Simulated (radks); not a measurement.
# V⁺ in [Ne] 3s2 3p5.75 3d4 4f0.25: an all-electron calculation

One table from this session's results is given with a row withheld; the runs are named, their logs left out.

The numbers are computed with radks (a radial shooting solver on a logarithmic mesh, Libxc functionals) version 1 (non-relativistic Kohn-Sham, LDA (Slater exchange, Perdew-Wang correlation), spin-polarised, spherical densities, point nucleus; open shells are filled with parallel spins first), except any that are marked as measured or tabulated.

## The atom as given

| Property | Result |
| --- | --- |
| element | vanadium (Z = 23) |
| charge | +1 |
| electrons | 22 |
| configuration | [Ne] 3s2 3p5.75 3d4 4f0.25 |

The first run:

Input:

```text
Z 23
configuration [Ne] 3s2 3p5.75 3d4 4f0.25 4s0 4p0
relativity non-relativistic
functional lda,pw
spin polarised
nucleus point
```

One of the session's tables, all rows but one given; the rest of the session is left out.

It belongs to the step «Orbitals and density». Sizes of the orbitals, from the radial functions (bohr):

| level | <r> | outermost maximum (interpolated) | 90 % within | nodes |
| --- | --- | --- | --- | --- |
| 1s up | 0.06717 | 0.0442 | 0.120 | 0 |
| 1s down | 0.06717 | 0.0442 | 0.120 | 0 |
| 2s up | 0.3120 | 0.259 | 0.484 | 1 |
| 2s down | 0.3116 | 0.259 | 0.483 | 1 |
| 2p up | 0.2756 | 0.209 | 0.453 | 0 |
| 2p down | 0.2751 | 0.209 | 0.452 | 0 |
| 3s up | 0.9627 | 0.828 | 1.45 | 2 |
| 3s down | 0.9656 | 0.829 | 1.45 | 2 |
| 3p up | 1.028 | 0.849 | 1.59 | 1 |
| 3p down | 1.034 | 0.850 | 1.60 | 1 |
| 3d up | 1.424 | 0.899 | 2.50 | 0 |
| 4s up | 3.016 | 2.60 | 4.46 | 3 |
| 4s down | 3.211 | 2.72 | 4.79 | 3 |
| 3d down | 1.550 | 0.914 | 2.79 | 0 |
| 4p up | ? | ? | ? | ? |
| 4p down | 4.111 | 3.40 | 6.25 | 2 |
| 4f up | 11.98 | 11.1 | 16.9 | 0 |
| 4f down | 12.41 | 11.4 | 17.5 | 0 |

Estimate the missing values for 4p up.

The run gave: <r>: 3.743; outermost maximum (interpolated): 3.14; 90 % within: 5.64; nodes: 2. In the column «<r>» it lies between 4s down (3.211) and 4p down (4.111).
